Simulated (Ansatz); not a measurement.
# TiO2: the cost of one run

Method: DFT PBE+U, PAW, plane waves, scalar-relativistic; U − J = 3 eV on Ti d, in Ansatz 0.2.0.

**1. The structure to begin with**

It takes space group P4_2/mnm (No. 136, tetragonal). The conventional cell has a = 4.603 Å, b = 4.603 Å, c = 2.966 Å, α = 90.00°, β = 90.00°, γ = 90.00°. Ti (site symmetry mmm) is surrounded by 6 O at 1.95 to 1.98 Å. O (site symmetry m2m) has 3 Ti at 1.95 to 1.98 Å as nearest neighbours.

As a file:

```cif
data_structure
_symmetry_space_group_name_H-M 'P4_2/mnm'
_symmetry_Int_Tables_number 136
_cell_length_a 4.6030
_cell_length_b 4.6030
_cell_length_c 2.9660
_cell_angle_alpha 90.000
_cell_angle_beta 90.000
_cell_angle_gamma 90.000
_cell_volume 62.84
loop_
_atom_site_label
_atom_site_type_symbol
_atom_site_symmetry_multiplicity
_atom_site_Wyckoff_symbol
_atom_site_fract_x
_atom_site_fract_y
_atom_site_fract_z
_atom_site_occupancy
Ti1 Ti 2 a 0.00000 0.00000 0.00000 1
O1 O 4 f 0.30450 0.30450 0.00000 1
```

In tables a label like O6 counts atoms in the order of input.yaml; a structure file may count by element.

Planned first: parallel moments, plain SCF; opposed moments +-, plain SCF; no spin polarisation; spin on, no moments given (the program may seed its own), plain SCF. What is tried next depends on their ends.

“Plain SCF” means no search for lower states. Ends within 0.2 meV/atom and 0.1 μB count as one state.

Site moments are integrals over atomic spheres and don't add up to the total.

**2. Parallel moments, plain SCF**

Input file input.yaml:

```yaml
crystal:
  lattice:
    - [4.603, 0.0, 0.0]
    - [0.0, 4.603, 0.0]
    - [0.0, 0.0, 2.966]
  atoms:
    - { symbol: Ti, position: [0.0, 0.0, 0.0], spin: 1.0 }
    - { symbol: Ti, position: [0.5, 0.5, 0.5], spin: 1.0 }
    - { symbol: O, position: [0.3045, 0.3045, 0.0] }
    - { symbol: O, position: [0.1955, 0.8045, 0.5] }
    - { symbol: O, position: [0.6955, 0.6955, 0.0] }
    - { symbol: O, position: [0.8045, 0.1955, 0.5] }
magnetization:
  spin_polarized: true
hamiltonian:
  xc: pbe
  pseudopotentials: { kind: paw }
  hubbard: { sites: [{ species: Ti, l: d, u_eff: 3.0 }] }
basis:
  ecutwfc: 420
kpoints:
  mp_grid: { grid: [5, 5, 7] }
scf:
  occupations: { method: gaussian, width: 0.1 }
  lower_state_search: "off"
output:
  forces: true
  stress: true
```

**Question.** How long does this run take on 2 threads of an x86-64 CPU, shared host, and how much memory does it need?

About 5.3 s, with a peak of 0.53 GiB.
